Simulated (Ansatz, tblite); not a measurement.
**The cluster Li8Al−: rung by rung**

An exercise on one series of results from a longer session: the logs are not shown, and one member is left open.

The runs use Ansatz 0.2.0, Gaussian basis; as each input shows.

Levels to be run: GFN1-xTB, GFN2-xTB, PBE-D4/def2-TZVPD, r2SCAN-D4/def2-TZVPD, r2SCANh-D4/def2-TZVPD, revPBE-D4/def2-TZVPD, r2SCAN0-D4/def2-TZVPD, B3LYP-D4/def2-TZVPD, B97M-V/def2-TZVPD, HF/def2-TZVPD, LC-ωPBE/def2-TZVPD, PBE-D4/def2-SVPD, PBE0-D4/def2-SVPD, HF/STO-3G, CCSD(T)/def2-TZVPPD, MP2/def2-TZVPD, RPA/def2-TZVPD.

1 further run of the same task is left out (set aside as unsound or not needed). Runs told in other sessions of the task aren't counted.

## The geometry

The geometry is that of the singlet, from an earlier relaxation (r2SCAN-D4/def2-TZVPD). At that level it is the lowest of the isomers that a small search found.

9 atoms, charge -1, spin multiplicity 1.

Bond lengths: Li1–Li5 2.847 Å, Li1–Li6 2.922 Å, Li1–Al9 2.736 Å, Li2–Li4 3.037 Å, Li2–Al9 2.603 Å, Li3–Li5 2.945 Å, Li4–Al9 2.605 Å, Li5–Li6 2.895 Å, Li5–Li7 2.852 Å, Li5–Li8 2.945 Å, Li5–Al9 2.831 Å, Li6–Li7 2.916 Å, Li6–Al9 2.769 Å, Li7–Al9 2.740 Å. Angles: Li5–Li1–Li6 60.2°, Li5–Li1–Al9 60.9°, Li6–Li1–Al9 58.5°, Li4–Li2–Al9 54.4°, Li2–Li4–Al9 54.3°, Li1–Li5–Li3 66.1°, Li1–Li5–Li6 61.2°, Li1–Li5–Li7 108.4°, Li1–Li5–Li8 125.7°, Li1–Li5–Al9 57.6°, Li3–Li5–Li6 72.0°, Li3–Li5–Li7 125.8°, Li3–Li5–Li8 75.1°, Li3–Li5–Al9 116.9°, Li6–Li5–Li7 61.0°, Li6–Li5–Li8 71.9°, Li6–Li5–Al9 57.8°, Li7–Li5–Li8 66.1° and more.

The ion is computed in the gas phase, without counter-ions or solvent.

PBE0-D4/def2-TZVPD was run before; its log isn't repeated, and its numbers join the tables.

Set-up of the first run:

Tight binding, by tblite at 300 K electronic temperature and without a spin-polarisation term:

```python
tblite.interface.Calculator('GFN1-xTB', numbers, positions, charge=-1, uhf=0).singlepoint()
```

Tight binding, by tblite at 300 K electronic temperature and without a spin-polarisation term:

```python
tblite.interface.Calculator('GFN2-xTB', numbers, positions, charge=-1, uhf=0).singlepoint()
```

start.molden holds the orbitals of an earlier run on this state, given as this run's starting guess.

File in.yaml:

```yaml
crystal:
  periodic: [false, false, false]
  atoms:
    - {symbol: Li, position_ang: [1.365485, 2.196350, -0.887852]}
    - {symbol: Li, position_ang: [-0.847274, 1.166794, -2.826539]}
    - {symbol: Li, position_ang: [1.620284, 2.668778, 2.227656]}
    - {symbol: Li, position_ang: [-1.477221, -1.649143, -1.878511]}
    - {symbol: Li, position_ang: [2.183434, 0.114457, 0.873983]}
    - {symbol: Li, position_ang: [-0.642894, 0.673004, 0.589042]}
    - {symbol: Li, position_ang: [0.362853, -2.064403, 0.602205]}
    - {symbol: Li, position_ang: [0.842182, -0.639963, 3.385500]}
    - {symbol: Al, position_ang: [0.781050, -0.397475, -1.531385]}
basis:
  gaussian: {orbitals: def2-TZVPD, initial_orbitals: start.molden}
total_charge: -1
hamiltonian: {xc: pbe, dispersion: d4}
scf: {omitted_lower_state_checks: [starts]}
output: {forces: true, orbitals: {seedname: orbitals}}
```

The run is started by

```
ansatz run in.yaml --threads 4 --pin off --events-out ev --progress --plain --max-ram 3916MiB
```

Steps of the session up to this table: PBE-D4/def2-TZVPD; r2SCAN-D4/def2-TZVPD; r2SCANh-D4/def2-TZVPD; revPBE-D4/def2-TZVPD; r2SCAN0-D4/def2-TZVPD; B3LYP-D4/def2-TZVPD; B97M-V/def2-TZVPD; HF/def2-TZVPD; LC-ωPBE/def2-TZVPD; PBE-D4/def2-SVPD; PBE0-D4/def2-SVPD; HF/STO-3G; CCSD(T)/def2-TZVPPD; MP2/def2-TZVPD; RPA/def2-TZVPD.

One table of the session follows, with a row left open; its other results are not shown here.

It belongs to the step «Levels side by side». 

```
                level  LUMO (eV)  gap (eV)
            HF/STO-3G       5.30      4.55
        HF/def2-TZVPD       2.34      3.26
     PBE-D4/def2-SVPD       0.49      0.27
    PBE-D4/def2-TZVPD       0.48      0.28
 revPBE-D4/def2-TZVPD       0.51      0.29
 r2SCAN-D4/def2-TZVPD       0.57      0.36
    B97M-V/def2-TZVPD       0.51      0.25
r2SCANh-D4/def2-TZVPD          ?         ?
  B3LYP-D4/def2-TZVPD       0.88      0.92
    PBE0-D4/def2-SVPD       0.93      1.10
   PBE0-D4/def2-TZVPD       0.91      1.10
r2SCAN0-D4/def2-TZVPD       0.94      1.11
   LC-ωPBE/def2-TZVPD       2.10      3.56
```

Estimate the missing values for r2SCANh-D4/def2-TZVPD.

Worked estimate for «LUMO (eV)». Against the share of exact exchange, r2SCAN-D4/def2-TZVPD (0, 0.57), r2SCAN0-D4/def2-TZVPD (0.25, 0.94) give a slope of 1.48 per unit share; at 0.1 the line stands at 0.72.

**Answer.** LUMO (eV): 0.72; gap (eV): 0.66. In «LUMO (eV)» the line misses by 0.00.
